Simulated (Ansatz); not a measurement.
**C2H6B2: one species, many methods**

The task here is to estimate one member of a computed series from the others.

Computed with Ansatz 0.2.0, Gaussian basis. Level: functionals in def2-TZVPP, the program's frozen cores in correlated methods.

Plan: LDA (SPW92), PBE-D4, revPBE-D4, BLYP-D4, r2SCAN-D4, B97M-V, PBE0-D4, B3LYP-D4, r2SCANh-D4, r2SCAN0-D4, HSE06-D4, BHLYP-D4, CAM-B3LYP-D4, LC-ωPBE, ωB97X-V, ωB97M-V, B2PLYP, PBE-QIDH; CCSD(T)/def2-SVP; CCSD(T)/def2-TZVPP; MP2/def2-QZVPP; extrapolation to the limit; RPA on PBE.

**Structure used throughout**

An earlier PBE0-D4 in a triple-zeta def2 set relaxation fixed the geometry.

SMILES `BBC=C`, 10 atoms, charge 0, spin multiplicity 1.

Atoms are counted from 1 here; the program's logs count them from 0.

Bond lengths: B1–B2 1.642 Å, B1–H5 1.201 Å, B1–H6 1.201 Å, B2–C3 1.544 Å, B2–H7 1.209 Å, C3–C4 1.338 Å, C3–H8 1.089 Å, C4–H9 1.086 Å, C4–H10 1.087 Å. Angles: B2–B1–H5 122.3°, B2–B1–H6 122.3°, H5–B1–H6 115.4°, B1–B2–C3 129.1°, B1–B2–H7 115.5°, C3–B2–H7 115.5°, B2–C3–C4 121.1°, B2–C3–H8 121.6°, C4–C3–H8 117.3°, C3–C4–H9 120.7°, C3–C4–H10 122.7°, H9–C4–H10 116.5°.

Set-up of the first run:

The input, in.yaml:

```yaml
crystal:
  periodic: [false, false, false]
  atoms:
    - {symbol: B, position_ang: [-1.683277, 0.645536, -1.055312]}
    - {symbol: B, position_ang: [-0.163458, 0.357484, -0.505694]}
    - {symbol: C, position_ang: [0.290459, -0.498528, 0.696401]}
    - {symbol: C, position_ang: [1.586587, -0.626148, 1.002933]}
    - {symbol: H, position_ang: [-2.201186, -0.038172, -1.896581]}
    - {symbol: H, position_ang: [-2.329596, 1.589987, -0.689748]}
    - {symbol: H, position_ang: [0.724798, 0.890055, -1.130164]}
    - {symbol: H, position_ang: [-0.426054, -1.021683, 1.327576]}
    - {symbol: H, position_ang: [2.348610, -0.127913, 0.410757]}
    - {symbol: H, position_ang: [1.936121, -1.221818, 1.842732]}
basis:
  gaussian: {orbitals: def2-TZVPP}
hamiltonian: {xc: lda}
output: {orbitals: {seedname: orbitals}}
```

Started as:

```bash
$ ansatz run in.yaml --threads 2 --pin off --events-out ev --progress --plain --max-ram 4352MiB
```

Steps of the session up to this table: LDA; PBE-D4 (GGA); revPBE-D4 (GGA); BLYP-D4 (GGA); r2SCAN-D4 (meta-GGA); B97M-V (meta-GGA); PBE0-D4 (hybrid); B3LYP-D4 (hybrid); r2SCANh-D4 (hybrid); r2SCAN0-D4 (hybrid); HSE06-D4 (hybrid); BHLYP-D4 (hybrid); CAM-B3LYP-D4 (range-separated); LC-ωPBE (range-separated); ωB97X-V (range-separated); ωB97M-V (range-separated); B2PLYP (double hybrid); PBE-QIDH (double hybrid).

One of the session's tables, all rows but one given; the rest of the session is left out.

```
  functional  HOMO (eV)  LUMO (eV)  gap (eV)
 LDA (SPW92)      -6.83      -3.13      3.70
      PBE-D4      -6.77      -2.89      3.88
   revPBE-D4      -6.73      -2.79      3.94
     BLYP-D4      -6.69      -2.71      3.99
   r2SCAN-D4      -7.05      -2.64      4.41
      B97M-V      -7.15      -2.62      4.53
     PBE0-D4      -8.13      -1.91      6.22
    B3LYP-D4      -7.94      -2.10      5.85
  r2SCANh-D4      -7.55      -2.29      5.26
  r2SCAN0-D4      -8.31      -1.77      6.54
    HSE06-D4      -7.72      -2.29      5.43
    BHLYP-D4      -9.25      -0.80      8.45
CAM-B3LYP-D4      -9.60      -0.76      8.84
     LC-ωPBE     -10.99       0.36     11.35
     ωB97X-V     -10.61       0.30     10.91
     ωB97M-V          ?          ?         ?
```

Q: Estimate the row for ωB97M-V from the others.

The run gave: HOMO (eV): -10.44; LUMO (eV): 0.13; gap (eV): 10.56. In the column «HOMO (eV)» it lies between ωB97X-V (-10.61) and CAM-B3LYP-D4 (-9.60).
